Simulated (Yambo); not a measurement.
# WC (Qusongite) (P-6m2) in Yambo: a series of runs, part 2 of 3

Yambo 5.3.0.

## Step 3: G0W0 quasiparticle levels, PBEsol (cell squeezed)

File g0w00.in:

```
gw0
dyson
el_el_corr
rim_cut
HF_and_locXC
ppa
em1d
RandQpts= 1000000
RandGvec= 50 RL
EXXRLvcs= 82 Ry
VXCRLvcs= 82 Ry
Chimod= "HARTREE"
% BndsRnXp
 1 | 159 |
%
NGsBlkXp= 12 Ry
% LongDrXp
 1 | 1 | 1 |
%
PPAPntXp= 27.21138 eV
% GbndRnge
 1 | 159 |
%
GTermKind= "BG"
DysSolver= "n"
ExtendOut
% QPkrange
 1 | 1 | 7 | 12 |
 2 | 2 | 7 | 12 |
 9 | 9 | 7 | 12 |
%
```

File scf.in:

```
&CONTROL
  calculation = 'scf'
  prefix = 'pwscf'
  outdir = './tmp'
  pseudo_dir = './pseudo'
/
&SYSTEM
  ibrav = 0
  nat = 2
  ntyp = 2
  ecutwfc = 82
  nbnd = 15
  occupations = 'smearing'
  smearing = 'fd'
  degauss = 0.00367493
  force_symmorphic = .true.
/
&ELECTRONS
  conv_thr = 4d-10
  electron_maxstep = 120
  mixing_beta = 0.5
/
ATOMIC_SPECIES
W    183.8400 W.upf
C     12.0110 C.upf
CELL_PARAMETERS angstrom
   2.8672181576    0.0000000000    0.0000000000
  -1.4336090788    2.4830837627    0.0000000000
   0.0000000000    0.0000000000    2.7982628680
ATOMIC_POSITIONS crystal
W      0.0000000000    0.0000000000    0.0000000000
C      0.6666666667    0.3333333333    0.5000000000
K_POINTS automatic
12 12 10 0 0 0
```

File nscf.in:

```
&CONTROL
  calculation = 'nscf'
  prefix = 'pwscf'
  outdir = './tmp'
  pseudo_dir = './pseudo'
/
&SYSTEM
  ibrav = 0
  nat = 2
  ntyp = 2
  ecutwfc = 82
  nbnd = 159
  occupations = 'smearing'
  smearing = 'fd'
  degauss = 0.00367493
  force_symmorphic = .true.
/
&ELECTRONS
  conv_thr = 1d-08
  diago_full_acc = .true.
  diago_thr_init = 1d-06
/
ATOMIC_SPECIES
W    183.8400 W.upf
C     12.0110 C.upf
CELL_PARAMETERS angstrom
   2.8672181576    0.0000000000    0.0000000000
  -1.4336090788    2.4830837627    0.0000000000
   0.0000000000    0.0000000000    2.7982628680
ATOMIC_POSITIONS crystal
W      0.0000000000    0.0000000000    0.0000000000
C      0.6666666667    0.3333333333    0.5000000000
K_POINTS automatic
3 3 4 0 0 0
```

Potentials or basis: PseudoDojo 0.4.1 SR PBEsol standard.

Started as:

```bash
$ OMP_NUM_THREADS=1 pw.x -in scf.in > scf.out
$ OMP_NUM_THREADS=1 pw.x -in nscf.in > nscf.out
$ cd tmp/pwscf.save; p2y; mv SAVE ../..; cd ../..
$ OMP_NUM_THREADS=1 yambo
$ OMP_NUM_THREADS=1 yambo -F g0w00.in -J g0w00 -C g0w00_out
```

Yambo's report:

```text
[... sections 02.01 to 02.04 as in the set-up run ...]

  [02.05] Energies & Occupations
  ==============================

  [X] === General ===
  [X] Electronic Temperature                        :  0.258606E-1   300.100    [eV K]
  [X] Bosonic    Temperature                        :  0.258606E-1   300.100    [eV K]
  [X] Finite Temperature mode                       : yes
  [X] El. density                                   :  0.90351E+24 [cm-3]
  [X] Fermi Level                                   :  22.00469 [eV]

  [X] === Gaps and Widths ===
  [X] Conduction Band Min                           :  22.00469 [eV]
  [X] Valence Band Max                              :  22.00469 [eV]
  [X] Filled Bands                                  :   8
  [X] Metallic Bands                                :   9  10
  [X] Empty Bands                                   :   11  159

  [X] === Metallic Characters ===
  [X] N of el / N of met el                         :  18.00000   2.11110
  [X] Average metallic occ.                         :  0.263888

  [WARNING] [X] Metallic system

 [03] Transferred momenta grid and indexing
 ==========================================

 IBZ Q-points                                      :   9
 BZ  Q-points                                      :   36

 K/Q-points units:
 rlu = crystal or reduced units; cc = cartesian coordinates; iku = interal k-units

 Q [1]          [rlu]:  0.000000  0.000000  0.000000
 Q [2]          [rlu]:  0.000000  0.000000  0.250000
 Q [3]          [rlu]:  0.000000  0.000000 -0.500000
 Q [4]          [rlu]:  0.47551E-16  0.33333       0.0000
 Q [5]          [rlu]:  0.47551E-16  0.33333      0.25000
 Q [6]          [rlu]:  0.47551E-16  0.33333     -0.50000
 Q [7]          [rlu]:  0.333333  0.333333  0.000000
[... 254 lines left out ...]
  - So : Sc(Eo)     - S   : Sc(E)
  - dSp: Sc derivative precision

  - lXC: Local XC (Perdew, Burke & Ernzerhof SOL(X)+Perdew, Burke & Ernzerhof SOL(C))
  -nlXC: non-Local XC (Hartree-Fock)

  QP [eV] @ K [1] (iku):  0.000000  0.000000  0.000000
   B=7 Eo= -4.14 E= -4.15 E-Eo= -0.01 Re(Z)=0.79 Im(Z)= 0.218135E-2 nlXC= -18.4764 lXC= -15.9320 So=  2.53582
   B=8 Eo= -4.14 E= -4.15 E-Eo= -0.01 Re(Z)=0.79 Im(Z)= 0.229589E-2 nlXC= -18.4763 lXC= -15.9320 So=  2.53358
   B=9 Eo= -0.51 E= -0.62 E-Eo= -0.11 Re(Z)=0.80 Im(Z)=-0.903790E-3 nlXC= -16.9398 lXC= -15.6681 So=  1.13560
   B=10 Eo=  2.79 E=  3.19 E-Eo=  0.40 Re(Z)=0.80 Im(Z)=-0.107194E-2 nlXC= -12.7237 lXC= -18.4810 So= -5.25732
   B=11 Eo=  2.79 E=  3.19 E-Eo=  0.40 Re(Z)=0.80 Im(Z)=-0.107197E-2 nlXC= -12.7237 lXC= -18.4810 So= -5.25710
   B=12 Eo=  5.24 E=  5.43 E-Eo=  0.19 Re(Z)=0.78 Im(Z)=-0.231681E-2 nlXC= -10.8008 lXC= -16.8327 So= -5.78468
[... 9 lines left out ...]
  QP [eV] @ K [9] (iku):  0.333333  0.500000 -0.500000
   B=7 Eo= -6.19 E= -6.36 E-Eo= -0.17 Re(Z)=0.79 Im(Z)= 0.373959E-2 nlXC= -19.3156 lXC= -15.7485 So=  3.34734
   B=8 Eo= -2.20 E= -2.43 E-Eo= -0.23 Re(Z)=0.80 Im(Z)=-0.829047E-3 nlXC= -17.9887 lXC= -15.3990 So=  2.30559
   B=9 Eo= -1.30 E= -1.34 E-Eo= -0.04 Re(Z)=0.81 Im(Z)=-0.101706E-2 nlXC= -16.9031 lXC= -15.6595 So=  1.19857
   B=10 Eo=  4.03 E=  4.36 E-Eo=  0.33 Re(Z)=0.80 Im(Z)=-0.421255E-2 nlXC= -11.9491 lXC= -18.0471 So= -5.68164
   B=11 Eo=  6.23 E=  6.46 E-Eo=  0.22 Re(Z)=0.82 Im(Z)=  0.02631 nlXC=-11.58959 lXC=-18.32027 So= -6.46158
   B=12 Eo=  7.41 E=  7.65 E-Eo=  0.24 Re(Z)=0.18 Im(Z)=  0.34847 nlXC=-11.65947 lXC=-18.59788 So= -6.42568

  [WR./g0w00//ndb.QP]-------------------------------------------------------------
   Lattice constants                                :  5.418257  4.692348  5.287950
   Coulomb cutoff potential                         : none
   Electronic Temperature                           :  300.1000 [K]
   Bosonic    Temperature                           :  300.1000 [K]
   Green`s function   energies                      : Perdew, Burke & Ernzerhof SOL(X)+Perdew, Burke & Ernzerhof SOL(C)
   wavefunctions                                    : Perdew, Burke & Ernzerhof SOL(X)+Perdew, Burke & Ernzerhof SOL(C)
   PPA    diel. fun.  energies                      : Perdew, Burke & Ernzerhof SOL(X)+Perdew, Burke & Ernzerhof SOL(C)
   wavefunctions                                    : Perdew, Burke & Ernzerhof SOL(X)+Perdew, Burke & Ernzerhof SOL(C)
   QP tot states                                    :  18
   GW solver                                        : Newton
   GW approximation                                 : PPA
   PPA imaginary Energy                             :  27.21138 ev
   RIM G`s                                          :   59
   RIM random pts                                   :  1000000
   dS/dw steps                                      :  2
   dS/dw step                                       :  0.100000 ev
   X G`s                                            :   95 used
   X G`s                                            :   95 disk
   X bands                                          :    1  159
   X poles                                          :  100.0000 o/o
   X e/h E range                                    : -1.000000 -1.000000 ev
   X Hxc Kernel                                     : HARTREE
   X BZ energy Double Grid                          : no
   X Optical Averaged directions                    : none
   Sc/G bands                                       :    1  159
   Sc/G damping                                     :  0.100000 ev
   Sc bands terminator                              : yes
   Sc terminator kind                               : BG
   Sc Terminator pole                               :  40.81708
   Sx RL components                                 :  1701

   QP @ state[ 1 ] K range                          :  1  2
   QP @ state[ 1 ] b range                          :   7  12
   QP @ state[ 2 ] K range                          :   9   9
   QP @ state[ 2 ] b range                          :   7  12
   GF energies kind                                 : Perdew, Burke & Ernzerhof SOL(X)+Perdew, Burke & Ernzerhof SOL(C)
   GF WF`s kind                                     : Perdew, Burke & Ernzerhof SOL(X)+Perdew, Burke & Ernzerhof SOL(C)
   Xs energies kind                                 : Perdew, Burke & Ernzerhof SOL(X)+Perdew, Burke & Ernzerhof SOL(C)
   Xs WF`s kind                                     : Perdew, Burke & Ernzerhof SOL(X)+Perdew, Burke & Ernzerhof SOL(C)
```

r_setup:

```text
[02] CORE Variables Setup
 =========================

  [02.01] Unit cells
  ==================

  Cell kind             :  HCP
  Atoms in the cell     :  W  C
  number of W  atoms    :  1
  number of C  atoms    :  1
[... 225 lines left out ...]

  [03.01] X indexes
  =================

   [03.01.01] Sigma indexes
   ========================

   [WR./SAVE//ndb.kindx]-----------------------------------------------------------
    Fragmentation                                    : no
    Polarization last K ( bz)                        :   36
    Polarization last K (ibz)                        :   9
    QP states                                        :   1   9
    X grid is uniform                                : yes
    Grids (string)                                   :  X S
    Grids (int-vector)                               :  1  0  0  1
```

o-g0w00.qp:

```text
# GW solver                                       : Newton
# GW approximation                                : PPA
# PPA imaginary Energy                            :   27.2113800    [ev]
[... 49 lines left out ...]
         9                 11                 6.234038           6.455805           0.221767          -18.32027          -11.58959          -6.461577          -6.508913          -5.923720           0.820381           0.026311          -24.09496           27.31741
         9                 12                 7.413039           7.652100           0.239061          -18.59788          -11.65947          -6.425677          -6.699350          -4.747695           0.181170           0.348474           102.6812           6.410247
#
```

It took 5.8 min on 1 thread of AMD EPYC 7R43 (Zen 3), shared host; peak memory 0.36 GiB.

What came out:

| Item | Value |
| --- | --- |
| Band gap on the k mesh, mean-field level | none (metal or under the smearing width) |

Quasiparticle terms (eV):
```csv
k point,band,Kohn-Sham level,Vxc,Σx,Σc,Z,result
"(0.000, 0.000, 0.000)",7,-4.14,-15.93,-18.48,2.54,0.79,-4.15
"(0.000, 0.000, 0.000)",8,-4.14,-15.93,-18.48,2.53,0.79,-4.15
"(0.000, 0.000, 0.000)",9,-0.51,-15.67,-16.94,1.14,0.80,-0.62
"(0.000, 0.000, 0.000)",10,2.79,-18.48,-12.72,-5.26,0.80,3.19
"(0.000, 0.000, 0.000)",11,2.79,-18.48,-12.72,-5.26,0.80,3.19
"(0.000, 0.000, 0.000)",12,5.24,-16.83,-10.80,-5.78,0.78,5.43
"(0.000, 0.000, 0.250)",7,-3.49,-16.10,-18.28,2.18,0.79,-3.48
"(0.000, 0.000, 0.250)",8,-3.49,-16.10,-18.28,2.17,0.79,-3.49
"(0.000, 0.000, 0.250)",9,0.01,-17.15,-14.35,-2.51,0.81,0.24
"(0.000, 0.000, 0.250)",10,0.01,-17.15,-14.35,-2.51,0.81,0.24
"(0.000, 0.000, 0.250)",11,0.35,-16.44,-12.63,-3.69,0.81,0.45
"(0.000, 0.000, 0.250)",12,5.57,-16.98,-10.62,-6.04,0.79,5.82
"(0.333, 0.333, -0.500)",7,-6.19,-15.75,-19.32,3.35,0.79,-6.36
"(0.333, 0.333, -0.500)",8,-2.20,-15.40,-17.99,2.31,0.80,-2.43
"(0.333, 0.333, -0.500)",9,-1.30,-15.66,-16.90,1.20,0.81,-1.34
"(0.333, 0.333, -0.500)",10,4.03,-18.05,-11.95,-5.68,0.80,4.36
"(0.333, 0.333, -0.500)",11,6.23,-18.32,-11.59,-6.46,0.82,6.46
"(0.333, 0.333, -0.500)",12,7.41,-18.60,-11.66,-6.43,0.18,7.65
```

Caveat: the k mesh is coarse (spacing up to 0.84 Å⁻¹), so the values aren't converged; the plasmon-pole model is rough for a metal; the ground state has no gap, which makes the many-body step unreliable; this version prints the column dSc/dw multiplied by 27.2; the terminator is approximate in this version, by hundredths of an eV.

## Step 4: Optical spectrum, PBEsol (cell squeezed)

File optics1.in:

```
optics
chi
Chimod= "HARTREE"
% BndsRnXd
 1 | 34 |
%
NGsBlkXd= 3 Ry
% LongDrXd
 1 | 0 | 0 |
%
% QpntsRXd
 1 | 1 |
%
% EnRngeXd
 0 | 20 | eV
%
% DmRngeXd
 0.1 | 0.1 | eV
%
ETStpsXd= 200
```

scf.in is that of step 3.

nscf.in is that of step 3.

Potentials or basis: PseudoDojo 0.4.1 SR PBEsol standard.

Started as:

```bash
$ OMP_NUM_THREADS=1 pw.x -in scf.in > scf.out
$ OMP_NUM_THREADS=1 pw.x -in nscf.in > nscf.out
$ cd tmp/pwscf.save; p2y; mv SAVE ../..; cd ../..
$ OMP_NUM_THREADS=1 yambo
$ OMP_NUM_THREADS=1 yambo -F optics1.in -J optics1 -C optics1_out
```

Yambo's report:

```text
[... sections 02.01 to 02.04 as in the set-up run ...]

  [02.05] Energies & Occupations
  ==============================

  [X] === General ===
  [X] Electronic Temperature                        :  0.258606E-1   300.100    [eV K]
  [X] Bosonic    Temperature                        :  0.258606E-1   300.100    [eV K]
  [X] Finite Temperature mode                       : yes
  [X] El. density                                   :  0.90351E+24 [cm-3]
  [X] Fermi Level                                   :  22.00469 [eV]

  [X] === Gaps and Widths ===
  [X] Conduction Band Min                           :  22.00469 [eV]
  [X] Valence Band Max                              :  22.00469 [eV]
  [X] Filled Bands                                  :   8
  [X] Metallic Bands                                :   9  10
  [X] Empty Bands                                   :   11  159

  [X] === Metallic Characters ===
  [X] N of el / N of met el                         :  18.00000   2.11110
  [X] Average metallic occ.                         :  0.263888

  [WARNING] [X] Metallic system

 [03] Transferred momenta grid and indexing
 ==========================================

 IBZ Q-points                                      :   9
 BZ  Q-points                                      :   36

 K/Q-points units:
 rlu = crystal or reduced units; cc = cartesian coordinates; iku = interal k-units

 Q [1]          [rlu]:  0.000000  0.000000  0.000000
 Q [2]          [rlu]:  0.000000  0.000000  0.250000
 Q [3]          [rlu]:  0.000000  0.000000 -0.500000
 Q [4]          [rlu]:  0.47551E-16  0.33333       0.0000
 Q [5]          [rlu]:  0.47551E-16  0.33333      0.25000
 Q [6]          [rlu]:  0.47551E-16  0.33333     -0.50000
 Q [7]          [rlu]:  0.333333  0.333333  0.000000
 Q [8]          [rlu]:  0.333333  0.333333  0.250000
 Q [9]          [rlu]:  0.333333  0.333333 -0.500000

 [WARNING] [Xd] User bands 1-34 break level degeneracy

 [04] Dipoles
 ============

  [04.01] Setup: observables and procedures
  =========================================

  [WF-Oscillators/G space/Transverse up loader] Normalization (few states)  min/max  :  0.68340E-16   1.0000

  [WR./optics1//ndb.dipoles]------------------------------------------------------
   Brillouin Zone Q/K grids (IBZ/BZ)                :    9   36    9   36
   RL vectors                                       :  2231 [WF]
   Fragmentation                                    : yes
   Electronic Temperature                           :  300.1000 [K]
   Bosonic    Temperature                           :  300.1000 [K]
   DIP band range                                   :    1   34
   DIP band range limits                            :  10   9
   DIP e/h energy range                             : -1.000000 -1.000000 [eV]
   RL vectors in the sum                            :  2231
   [r,Vnl] included                                 : yes
   Bands ordered                                    : yes
   Direct v evaluation                              : no
   Approach used                                    : G-space v
   Dipoles computed                                 : R V P [G-space]
   Wavefunctions                                    : Perdew, Burke & Ernzerhof SOL(X)+Perdew, Burke & Ernzerhof SOL(C)

  [WARNING] [r,Vnl^pseudo] included in position and velocity dipoles.

  [WARNING] In case H contains other non local terms, these are neglected

 [05] Optics
 ===========

 [X-CG] R(p) Tot o/o(of R):   1724   8212    100

 [WARNING] The system is a metal but Drude term not included.
```

Run time: 90 s. Hardware: 1 thread of AMD EPYC 7R43 (Zen 3), shared host; peak memory 0.26 GiB.

Results:

- Band gap on the k mesh, mean-field level: none (metal or under the smearing width)

Dielectric function (along the field direction of the input):
```
energy (eV)  real part  imaginary part
       0.80    -123.81           43.92
       1.41     -23.83            6.69
       2.11       2.86            2.36
       2.71      15.74            2.39
       3.42      14.67           17.21
       4.02      37.45           74.95
       4.72      -5.63            5.57
       5.43      -6.75           22.55
       6.03       9.98           11.19
       6.73     -13.82           25.03
       7.34     -14.13            6.74
       8.04       1.27           10.89
       8.74      -8.26            7.15
       9.35      -2.24            4.26
      10.05       5.56           14.35
      10.65     -11.03            7.95
      11.36      -2.78            3.85
      11.96      -6.03            2.97
      12.66      -5.67            1.94
      13.37      -2.76            2.22
      13.97      -0.63            3.60
      14.67      -3.57            1.51
      15.28      -1.18            1.84
      15.98      -3.71            1.36
      16.68      -0.19            2.84
      17.29      -1.55            1.90
      17.99       0.07            2.12
      18.59      -2.61            2.40
      19.30      -1.37            1.02
      20.00      -1.49            0.49
```

Caveat: the k mesh is coarse (spacing up to 0.84 Å⁻¹), so the values aren't converged; the intraband (Drude) term of the metal is left out; the ground state has no gap, which makes the many-body step unreliable; spectra need much finer meshes, so this one isn't converged; these spectra lack excitons.

(Part 2 of 3 ends here.)
